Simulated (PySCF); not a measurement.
# C14H10N2: the cost of one run

The runs use PySCF 2.14.0, with density-fitted response routines of our own; the level of theory stands in each step. All values are computed, except where a source is named. Atoms count from 0, in the outputs and in this text.

**1. The starting structure**

26 atoms, charge 0, multiplicity 1; geometry from: GFN2-xTB.

Bonds of the start (Å): N0–C1 1.15, C1–C2 1.41, C2–C3 1.40, C3–C4 1.38, C4–C5 1.38, C5–C6 1.40, C6–C7 1.45, C7–C8 1.34, C8–C9 1.45, C9–C10 1.40, C10–C11 1.38, C11–C12 1.39, C12–C13 1.39, C13–N14 1.32, C6–C15 1.39, C15–C2 1.39, N14–C9 1.34, C3–H16 1.08, C4–H17 1.08, C5–H18 1.08, C7–H19 1.08, C8–H20 1.08, C10–H21 1.08, C11–H22 1.08, C12–H23 1.08, C13–H24 1.08, C15–H25 1.08.

**2. Optimising the geometry at PBE0-D3(BJ)/def2-SVP**

Job settings and geometry (Å):

```
{"job": {"xc": "PBE0", "basis": "def2-SVP", "d3": "d3bj", "grid": 2, "kind": "geom"}, "charge": 0, "multiplicity": 1}
N      4.567830     2.451100    -1.462850
C      4.021090     1.579500    -0.957300
C      3.343560     0.504010    -0.335620
C      4.073730    -0.537420     0.240150
C      3.394760    -1.579550     0.844130
C      2.012580    -1.587910     0.875290
C      1.264420    -0.552810     0.301870
C     -0.182160    -0.617530     0.366600
C     -1.053370     0.258870    -0.152430
C     -2.490750     0.096940    -0.028480
C     -3.363070     1.040070    -0.583240
C     -4.726350     0.855650    -0.446850
C     -5.185500    -0.259860     0.236730
C     -4.243060    -1.139840     0.752530
N     -2.943620    -0.974180     0.628220
C      1.952720     0.497130    -0.305930
H      5.152890    -0.518710     0.209490
H      3.948700    -2.390770     1.292840
H      1.492730    -2.406920     1.350590
H     -0.595530    -1.469300     0.890450
H     -0.729480     1.136510    -0.694270
H     -2.970660     1.897610    -1.109740
H     -5.421450     1.569290    -0.865980
H     -6.240700    -0.442280     0.366200
H     -4.548070    -2.026100     1.295250
H      1.418390     1.318630    -0.757830
```

**Question.** How long does this first job take on 8 threads of AMD EPYC (Zen 3), shared host?

About 11 min.
